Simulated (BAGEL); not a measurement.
# A workflow on singlet CH5Ge+

We compute the energy (singlet CH5Ge+, HF/cc-pVDZ), then a single-point energy (doublet CH5Ge, NEVPT2(3,3)/cc-pVDZ), then a single-point energy (doublet CH5Ge, CASPT2(3,3)/cc-pVDZ) of CH5Ge. 

The calculation is run with BAGEL 1.2.2.

**1. The molecule**

CH5Ge+: 7 atoms, total charge +1, spin state singlet. As SMILES of the parent species, `[CH3][GeH2]`. The C1–H3 distance was set to 1.744 Å, away from the relaxed value. That shape belongs to the parent species and isn't relaxed for this state. At this shape a bond of the SMILES string is far longer than usual.

Bond lengths: C1–Ge2 1.960 Å, C1–H4 1.090 Å, C1–H5 1.093 Å, Ge2–H6 1.546 Å, Ge2–H7 1.546 Å. Angles: C1–Ge2–H6 111.3°, C1–Ge2–H7 111.3°, Ge2–C1–H4 110.3°, Ge2–C1–H5 109.7°, H6–Ge2–H7 109.5°, H4–C1–H5 108.8°. A long bond or contact: C1–H3 1.744 Å.

**2. A single-point energy at HF/cc-pVDZ (density fitting with svp-jkfit) (run 1)**

File input.json:

```json
{ "bagel": [

{
  "title": "molecule",
  "basis": "cc-pvdz.json",
  "df_basis": "svp-jkfit",
  "geometry": [
    { "atom": "C", "xyz": [  0.55894697, -1.12444563, -0.94586840 ] },
    { "atom": "Ge", "xyz": [  1.77517471,  1.96355583,  0.69705950 ] },
    { "atom": "H", "xyz": [ -2.17923217, -2.20417655,  0.53630427 ] },
    { "atom": "H", "xyz": [  1.99646164, -2.59616433, -0.85251593 ] },
    { "atom": "H", "xyz": [  0.13262476, -0.73535102, -2.92856905 ] },
    { "atom": "H", "xyz": [ -0.24513149,  4.07249019,  0.61806894 ] },
    { "atom": "H", "xyz": [  4.23786579,  2.92523746, -0.54581338 ] }
  ]
},
{ "title": "hf", "charge": 1 },
{ "title": "print", "file": "orbitals.molden", "orbitals": true }

]}
```

The basis set cc-pVDZ is read from a file made from the Basis Set Exchange's data (not shown).

The run is started by

```console
$ BAGEL_NUM_THREADS=1 BAGEL input.json > input.out
```

Output:

```text
* using 1 threads per process

  ===============================================================
  ===============================================================

  *** Geometry ***

  { "atom" : "C", "xyz" : [      0.558947,     -1.124446,     -0.945868 ] },
  { "atom" : "Ge", "xyz" : [      1.775175,      1.963556,      0.697060 ] },
  { "atom" : "H", "xyz" : [     -2.179232,     -2.204177,      0.536304 ] },
  { "atom" : "H", "xyz" : [      1.996462,     -2.596164,     -0.852516 ] },
  { "atom" : "H", "xyz" : [      0.132625,     -0.735351,     -2.928569 ] },
  { "atom" : "H", "xyz" : [     -0.245131,      4.072490,      0.618069 ] },
  { "atom" : "H", "xyz" : [      4.237866,      2.925237,     -0.545813 ] },

  Number of auxiliary basis functions:      431

  Since a DF basis is specified, we compute 2- and 3-index integrals:
    o Being stored without compression. Storage requirement is 0.015 GB

  Number of basis functions:       66
  Number of electrons      :       43

    * METHOD: MOLECULE                             0.18

  *** RHF ***

  === Nuclear Repulsion ===
   104.3135669231

      * DIIS with orbital gradients will be used.

  === RHF iteration (cc-pvdz.json) ===
      0      -2115.58475117          0.01396093           0.04
      1      -2115.66826117          0.00703858           0.03
      2      -2115.68501260          0.00156609           0.03
[... 10 lines of this table left out ...]
     13      -2115.68656429          0.00000000           0.04
    * SCF iteration converged.

    * Permanent dipole moment:
           (   -0.123755,     0.016435,    -0.396771) a.u.

    * METHOD: HF                                   0.63

    * METHOD: PRINT                                0.01

  ===============================================================
```

Run time: 0.95 s. Hardware: 1 thread of Arm Neoverse V1, shared host; peak memory 0.14 GiB.

**3. Doublet neutral CH5Ge: the energy at NEVPT2(3,3)/cc-pVDZ (density fitting with svp-jkfit) (run 2)**

File input.json:

```json
{ "bagel" : [

{
  "title" : "molecule",
  "basis" : "cc-pvdz.json",
  "df_basis" : "svp-jkfit",
  "geometry" : [
    { "atom" : "C", "xyz" : [     0.55894697,    -1.12444563,    -0.94586840 ] },
    { "atom" : "Ge", "xyz" : [     1.77517471,     1.96355583,     0.69705950 ] },
    { "atom" : "H", "xyz" : [    -2.17923217,    -2.20417655,     0.53630427 ] },
    { "atom" : "H", "xyz" : [     1.99646164,    -2.59616433,    -0.85251593 ] },
    { "atom" : "H", "xyz" : [     0.13262476,    -0.73535102,    -2.92856905 ] },
    { "atom" : "H", "xyz" : [    -0.24513149,     4.07249019,     0.61806894 ] },
    { "atom" : "H", "xyz" : [     4.23786579,     2.92523746,    -0.54581338 ] }
  ]
},

{ "title" : "hf", "charge" : 1 },

{ "title" : "casscf", "nstate" : 1, "nact" : 3, "nclosed" : 20, "nspin" : 1, "active" : [21, 22, 23], "maxiter" : 200, "natocc" : true },

{
  "title" : "nevpt2",
  "nstate" : 1,
  "nact" : 3,
  "nclosed" : 20,
  "nspin" : 1,
  "active" : [21, 22, 23],
  "maxiter" : 200,
  "natocc" : true,
  "ncore" : 10
},

{ "title" : "print", "file" : "orbitals.molden", "orbitals" : true }

]}
```

The basis set cc-pVDZ is read from a file made from the Basis Set Exchange's data (not shown).

The run is started by

```console
$ BAGEL_NUM_THREADS=1 BAGEL input.json > input.out
```

Output:

```text
* using 1 threads per process

  ===============================================================
  ===============================================================

  *** Geometry ***

[... 31 lines left out ...]
    * SCF iteration converged.
[... 1 line left out ...]
    * Permanent dipole moment:
[... 28 lines left out ...]
    * Second-order optimization converged. *
[... 11 lines left out ...]
     * ci vector, state   0, <S^2> = 0.7500
[... 3 lines left out ...]
    * METHOD: CASSCF                               2.07

    * freezing 10 orbitals

  === DF-NEVPT2 calculation ===

    * 3-index integral transformation done
    * assembly done

      NEVPT2 correlation energy:   -0.2320784140      0.09

          (+0)     -0.1563437160
          (+0)'    -0.0174150722
          (+1)     -0.0113155068
          (+1)'    -0.0002907649
          (+2)     -0.0003769508
          (-1)     -0.0405265052
          (-1)'    -0.0003954906
          (-2)     -0.0054144076

      NEVPT2 total energy:       -2116.2433686580

    * METHOD: NEVPT2                               0.17

    * METHOD: PRINT                                0.01

  ===============================================================
```

It took 3.3 s on 1 thread of Arm Neoverse V1, shared host; peak memory 0.14 GiB.

**4. Doublet neutral CH5Ge: a single-point energy at CASPT2(3,3)/cc-pVDZ (density fitting with svp-jkfit) (run 3)**

input.json: that of step 3 with these lines changed.

```diff
@@ -17,8 +17,9 @@
 
-{ "title" : "hf", "charge" : 1 },
-
-{ "title" : "casscf", "nstate" : 1, "nact" : 3, "nclosed" : 20, "nspin" : 1, "active" : [21, 22, 23], "maxiter" : 200, "natocc" : true },
+{
+  "title" : "hf",
+  "charge" : 1
+},
 
 {
-  "title" : "nevpt2",
+  "title" : "casscf",
   "nstate" : 1,
@@ -29,7 +30,21 @@
   "maxiter" : 200,
-  "natocc" : true,
-  "ncore" : 10
+  "natocc" : true
 },
 
-{ "title" : "print", "file" : "orbitals.molden", "orbitals" : true }
+{
+  "title" : "print",
+  "file" : "orbitals.molden",
+  "orbitals" : true
+},
+
+{
+  "title" : "smith",
+  "method" : "caspt2",
+  "ms" : true,
+  "xms" : true,
+  "sssr" : true,
+  "shift" : 0.2,
+  "shift_imag" : true,
+  "ncore" : 10
+}
```

The basis set cc-pVDZ is read from a file made from the Basis Set Exchange's data (not shown).

The run is started by

```console
$ BAGEL_NUM_THREADS=1 BAGEL input.json > input.out
```

Output:

```text
* using 1 threads per process

  ===============================================================
  ===============================================================

  *** Geometry ***

[... 33 lines left out ...]
    * Permanent dipole moment:
[... 40 lines left out ...]
     * ci vector, state   0, <S^2> = 0.7500
[... 21 lines left out ...]
       #      aibj      arbs      arbi      airj      risj      airs      arst      rist         Etot      error   time
[... 8 lines left out ...]
      ------------------------------------------------------------------------------------------------------------------

    * CASPT2 energy : state  0    -2116.2492770634
        w/o shift correction      -2116.2474038639
        reference weight              0.9117931679

    * METHOD: SMITH                                0.33

  ===============================================================
```

It took 3.6 s on 1 thread of Arm Neoverse V1, shared host; peak memory 0.14 GiB.

**5. Summary of results**

| quantity | value |
| --- | --- |
| run 1, HF/cc-pVDZ: total energy | -2115.68656 Eh |
| run 1, HF/cc-pVDZ: HOMO energy | -16.58 eV |
| run 1, HF/cc-pVDZ: LUMO energy | -6.96 eV |
| run 1, HF/cc-pVDZ: HOMO–LUMO gap | 9.63 eV |
| doublet neutral CH5Ge, run 2: total energy | -2116.24337 Eh |
| doublet neutral CH5Ge, run 3: total energy | -2116.24928 Eh |
